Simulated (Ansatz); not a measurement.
# C4H3F9GeO: basis-set convergence

Aim: see how fast density functionals converge with the basis set for C4H3F9GeO.

Program: Ansatz 0.2.0, Gaussian basis. Level of theory: one geometry, several basis sets. These are calculated values, not measurements.

Levels to be run: PBE0-D4/def2-SVP; ωB97M-V/def2-SVP; PBE0-D4/def2-QZVPP; ωB97M-V/def2-QZVPP; the functionals' def2-TZVPP values are taken from earlier runs.

### 1 The geometry

All runs share one geometry, relaxed beforehand with PBE0-D4 in a triple-zeta def2 set.

SMILES `C[O][Ge]([C](F)(F)F)([C](F)(F)F)[C](F)(F)F`, 18 atoms, charge 0, spin multiplicity 1.

Atoms are counted from 1 here; the program's logs count them from 0.

Bond lengths: C1–O2 1.420 Å, C1–H16 1.094 Å, C1–H17 1.094 Å, C1–H18 1.090 Å, O2–Ge3 1.748 Å, Ge3–C4 2.016 Å, Ge3–C8 2.016 Å, Ge3–C12 2.006 Å, C4–F5 1.336 Å, C4–F6 1.337 Å, C4–F7 1.341 Å, C8–F9 1.341 Å, C8–F10 1.337 Å, C8–F11 1.336 Å, C12–F13 1.337 Å, C12–F14 1.333 Å, C12–F15 1.339 Å. Angles: O2–C1–H16 111.8°, O2–C1–H17 111.7°, O2–C1–H18 106.9°, H16–C1–H17 109.1°, H16–C1–H18 108.7°, H17–C1–H18 108.5°, C1–O2–Ge3 121.9°, O2–Ge3–C4 111.3°, O2–Ge3–C8 111.1°, O2–Ge3–C12 105.6°, C4–Ge3–C8 108.1°, C4–Ge3–C12 110.1°, C8–Ge3–C12 110.5°, Ge3–C4–F5 111.5°, Ge3–C4–F6 111.4°, Ge3–C4–F7 110.9°, F5–C4–F6 107.8°, F5–C4–F7 107.6° and more.

Coordinates:

```mol
C4H3F9GeO
  3D, bonds by distance, orders not assigned

 18 17  0  0  0  0  0  0  0  0999 V2000
   -0.4010   -1.2277    2.1475 C   0  0
    0.5505   -0.4328    1.4548 O   0  0
    0.2405    0.1941   -0.1477 Ge  0  0
   -1.1292    1.6721   -0.1038 C   0  0
   -0.6282    2.7877    0.4348 F   0  0
   -1.5628    1.9715   -1.3330 F   0  0
   -2.1949    1.3137    0.6263 F   0  0
   -0.4385   -1.2540   -1.3758 C   0  0
   -1.7293   -1.5232   -1.1331 F   0  0
    0.2472   -2.3894   -1.2065 F   0  0
   -0.3329   -0.8998   -2.6598 F   0  0
    2.0001    0.9027   -0.8006 C   0  0
    2.8402   -0.0923   -1.1015 F   0  0
    2.5887    1.6734    0.1147 F   0  0
    1.8275    1.6382   -1.9064 F   0  0
   -1.3279   -0.6786    2.3362 H   0  0
   -0.6343   -2.1471    1.6014 H   0  0
    0.0468   -1.4972    3.1044 H   0  0
  1  2  8  0
  2  3  8  0
  3  4  8  0
  4  5  8  0
  4  6  8  0
  4  7  8  0
  3  8  8  0
  8  9  8  0
  8 10  8  0
  8 11  8  0
  3 12  8  0
 12 13  8  0
 12 14  8  0
 12 15  8  0
  1 16  8  0
  1 17  8  0
  1 18  8  0
M  END
```

### 2 PBE0-D4 in def2-SVP

File in.yaml:

```yaml
crystal:
  periodic: [false, false, false]
  atoms:
    - {symbol: C, position_ang: [-0.401011, -1.227737, 2.147465]}
    - {symbol: O, position_ang: [0.550454, -0.432777, 1.454797]}
    - {symbol: Ge, position_ang: [0.240531, 0.194077, -0.147714]}
    - {symbol: C, position_ang: [-1.129200, 1.672144, -0.103849]}
    - {symbol: F, position_ang: [-0.628238, 2.787660, 0.434837]}
    - {symbol: F, position_ang: [-1.562803, 1.971455, -1.332994]}
    - {symbol: F, position_ang: [-2.194940, 1.313741, 0.626331]}
    - {symbol: C, position_ang: [-0.438462, -1.253961, -1.375750]}
    - {symbol: F, position_ang: [-1.729295, -1.523166, -1.133102]}
    - {symbol: F, position_ang: [0.247249, -2.389425, -1.206478]}
    - {symbol: F, position_ang: [-0.332884, -0.899824, -2.659797]}
    - {symbol: C, position_ang: [2.000073, 0.902671, -0.800566]}
    - {symbol: F, position_ang: [2.840213, -0.092263, -1.101518]}
    - {symbol: F, position_ang: [2.588686, 1.673384, 0.114656]}
    - {symbol: F, position_ang: [1.827536, 1.638179, -1.906405]}
    - {symbol: H, position_ang: [-1.327939, -0.678615, 2.336164]}
    - {symbol: H, position_ang: [-0.634256, -2.147074, 1.601420]}
    - {symbol: H, position_ang: [0.046788, -1.497165, 3.104403]}
basis:
  gaussian: {orbitals: def2-SVP}
hamiltonian: {xc: pbe0, dispersion: d4}
output: {orbitals: {seedname: orbitals}}
```

Started as:

```sh
ansatz run in.yaml --threads 11 --pin off --events-out ev --progress --plain --max-ram 174080MiB --backend cpu
```

After this run come: ωB97M-V in def2-SVP; PBE0-D4 in def2-QZVPP; ωB97M-V in def2-QZVPP.

Q: Predict the results of all the runs planned. Wanted: PBE0-D4: double and triple zeta above quadruple; ωB97M-V: double and triple zeta above quadruple.

**Answer**, as computed:

```
                                       quantity           value
PBE0-D4: double and triple zeta above quadruple  46.75, 2.74 eV
ωB97M-V: double and triple zeta above quadruple  47.33, 2.62 eV
```

In words: PBE0-D4 gains 44.01 eV from double to triple zeta, then 2.74 eV more. These are total energies; as a rule much of such shifts cancels in differences, which this series doesn't test.
